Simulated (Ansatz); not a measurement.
Crystal: CS2.

```
CELL_PARAMETERS angstrom
3.64579 -2.99431 0.00000
3.64579 2.99431 0.00000
0.00000 0.00000 9.85126
ATOMIC_POSITIONS crystal
S 0.18152 0.81848 0.88687
S 0.31848 0.68152 0.38687
S 0.68152 0.31848 0.61313
S 0.81848 0.18152 0.11313
C 0.50000 0.50000 0.50000
C 0.00000 0.00000 0.00000
```

The cell comes from a database or a generator and needn't be the stable form of this composition.

| Quantity | Value |
| --- | --- |
| Program | Ansatz 0.2.0 |
| Task | relaxation of cell and atoms |
| Functional | LDA |
| Potentials or basis | Ansatz PAW |
| Cutoff | 420 eV (not typed: the program's choice for these potentials) |
| k mesh | 6 × 6 × 3 |
| Occupations | fermi-dirac, width 0.05 eV |
| Spin | no spin polarisation |

At the start: volume 35.85 Å³/atom.

**Question.** Where does the relaxation end?

**Answer.** It ends after 18 steps and the volume is 21.90 Å³/atom (-38.9 %); space group Cmce (No. 64, to 0.05 Å).

The path:
```
step  energy change (eV)  largest force (eV/Å)  volume (Å³)
   1              0.0000                0.2214       215.09
   2             -0.1070                0.0162       196.68
   3             -0.2247                0.0960       178.16
   4             -0.3723                0.3431       154.45
   5             -0.4612                0.0971       136.72
   6             -0.4722                0.0135       134.01
   7             -0.4745                0.0360       132.57
   8             -0.4756                0.0124       131.70
   9             -0.4761                0.0026       132.34
  10             -0.4760                0.1425       132.75
  11             -0.4765                0.0414       132.88
  12             -0.4769                0.0038       132.64
  13             -0.4770                0.0138       132.62
  14             -0.4770                0.0037       132.52
  15             -0.4664                0.0025       132.52
  16             -0.4673                0.0057       131.65
  17             -0.4675                0.0037       131.38
  18             -0.4667                0.0038       131.38
```

Final structure:
```xyz
6
Lattice="2.8371 -2.5969 0.0000 2.8371 2.5969 0.0000 0.0000 0.0000 8.9161" Properties=species:S:1:pos:R:3 pbc="T T T"
S     2.8371    1.5727    7.7487
S     2.8371    1.0242    3.2906
S     2.8371   -1.0242    5.6255
S     2.8371   -1.5727    1.1674
C     2.8371    0.0000    4.4581
C     0.0000    0.0000    0.0000
```

Caveat: the volume moved by over 15 % at a fixed basis, so the end points are rough; the plane-wave basis is chosen anew once the cell has moved, so the energies of steps on either side of that aren't comparable; the PAW data sets come from PBE, with cores solved anew for the run's functional, which leaves a small shift of forces and pressure.
